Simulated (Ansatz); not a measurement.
# CH4ClGaOS: the cost of one run

Method: RKS PBE-D4/def2-SVP, in Ansatz 0.2.0.

## 1. The structure to begin with

Bond lengths: C1–O2 1.416 Å, O2–Ga3 1.773 Å, Ga3–S4 2.210 Å, Ga3–Cl5 2.098 Å, C1–H6 1.092 Å, C1–H7 1.092 Å, C1–H8 1.094 Å, S4–H9 1.329 Å. Angles: C1–O2–Ga3 137.0°, O2–C1–H6 108.6°, O2–C1–H7 108.9°, O2–C1–H8 112.1°, H6–C1–H7 109.4°, H6–C1–H8 108.9°, H7–C1–H8 108.9°, O2–Ga3–S4 107.9°, O2–Ga3–Cl5 120.2°, S4–Ga3–Cl5 131.8°, Ga3–S4–H9 89.3°.

As a file:

```xyz
9

C     1.1097    0.9207    0.6774
O     0.2120   -0.1191    0.3353
Ga   -1.0136   -0.4167   -0.9110
S    -1.8765   -2.4199   -0.5529
Cl   -1.4061    1.0342   -2.3748
H     0.9284    1.2096    1.7153
H     2.1334    0.5527    0.5773
H     0.9845    1.7988    0.0377
H    -1.0716   -2.5604    0.4958
```

## 2. End point A

input.yaml

```yaml
crystal:
  periodic: [false, false, false]
  atoms:
    - { symbol: C, position_ang: [1.10967, 0.9207, 0.6774] }
    - { symbol: O, position_ang: [0.21198, -0.1191, 0.33528] }
    - { symbol: Ga, position_ang: [-1.01363, -0.41665, -0.91099] }
    - { symbol: S, position_ang: [-1.87646, -2.41987, -0.55293] }
    - { symbol: Cl, position_ang: [-1.40612, 1.03417, -2.37478] }
    - { symbol: H, position_ang: [0.92836, 1.20965, 1.71527] }
    - { symbol: H, position_ang: [2.13338, 0.55267, 0.57726] }
    - { symbol: H, position_ang: [0.98445, 1.7988, 0.0377] }
    - { symbol: H, position_ang: [-1.07163, -2.56038, 0.49579] }
basis:
  gaussian: { orbitals: def2-SVP }
hamiltonian:
  xc: pbe
  dispersion: d4
relax:
  f_tol: 0.015
  max_steps: 40
```

Run with:

```
$ ansatz run input.yaml --threads 2 --pin off --max-ram 3072MiB --backend cpu --events-out ev --progress --plain --runs-dir out
```

Q: Estimate wall time and peak memory on 2 threads of AMD EPYC 7B13 (Zen 3), shared host.

About 22 s, with a peak of 0.2 GiB.
